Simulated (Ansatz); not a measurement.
The system is Ba2Tl5V3O12.

```
Ba V Tl O
1.0
     6.49009   -6.67692    0.00000
     6.49009    6.67692    0.00000
    -2.00957    0.00000    5.73760
Ba V Tl O
2 3 5 12
Direct
  0.47917 0.52083 0.00000
  0.79264 0.20736 0.00000
  0.65694 0.94605 0.25735
  0.05395 0.34306 0.74265
  0.57442 0.42558 0.50000
  0.49835 0.85629 0.63726
  0.14371 0.50165 0.36274
  0.01508 0.98492 0.50000
  0.30964 0.12677 0.21892
  0.87323 0.69036 0.78108
  0.00390 0.26325 0.44275
  0.59719 0.60676 0.67706
  0.91333 0.42820 0.84635
  0.52536 0.79943 0.20594
  0.68766 0.41628 0.31356
  0.09251 0.20316 0.88601
  0.58372 0.31234 0.68644
  0.79684 0.90749 0.11399
  0.57180 0.08667 0.15365
  0.20057 0.47464 0.79406
  0.73675 0.99610 0.55725
  0.39324 0.40281 0.32294
```

The cell was built by a generator and needn't be a form met in nature.

Base run:

* Program: Ansatz 0.2.0
* Functional: PBE
* Potentials or basis: Ansatz PAW
* Cutoff: 420 eV (not typed: the program's choice for these potentials)
* k mesh: 3 × 3 × 5
* Occupations: fermi-dirac, width 0.05 eV
* Spin: collinear spin, ferromagnetic start
* Starting moments: [0.0, 0.0, 2.0, 2.0, 2.0, 0.0, 0.0, 0.0, 0.0, 0.0, 0.0, 0.0, 0.0, 0.0, 0.0, 0.0, 0.0, 0.0, 0.0, 0.0, 0.0, 0.0] μB
* Hubbard terms: V d U = 8 eV

Its results: band gap on the k mesh 2.95 eV, indirect (least direct gap 3.00 eV); pressure 0.7 GPa; net moment 0.00 μB per cell; largest force 0.372 eV/Å.

The run is repeated on the same cell with these changes: hubbard terms from V d U = 8 eV to none; hubbard projectors from ortho-atomic (the default) to none. What comes out?

Band gap on the k mesh 2.90 eV, indirect (least direct gap 2.95 eV); pressure 0.0 GPa; net moment 0.00 μB per cell; largest force 0.005 eV/Å.

The U term pushes filled and empty states of the shell apart.

Caveats: odd divisions of the mesh miss points on the zone boundary, where band edges often lie, so the gap on the mesh can be too wide; spin-orbit coupling is left out, which as a rule narrows the gap of such compounds by several tenths of an eV; the starting moments weren't kept; the magnetic or orbital state may not be the lowest (some runs).

A k mesh can miss the band edges.
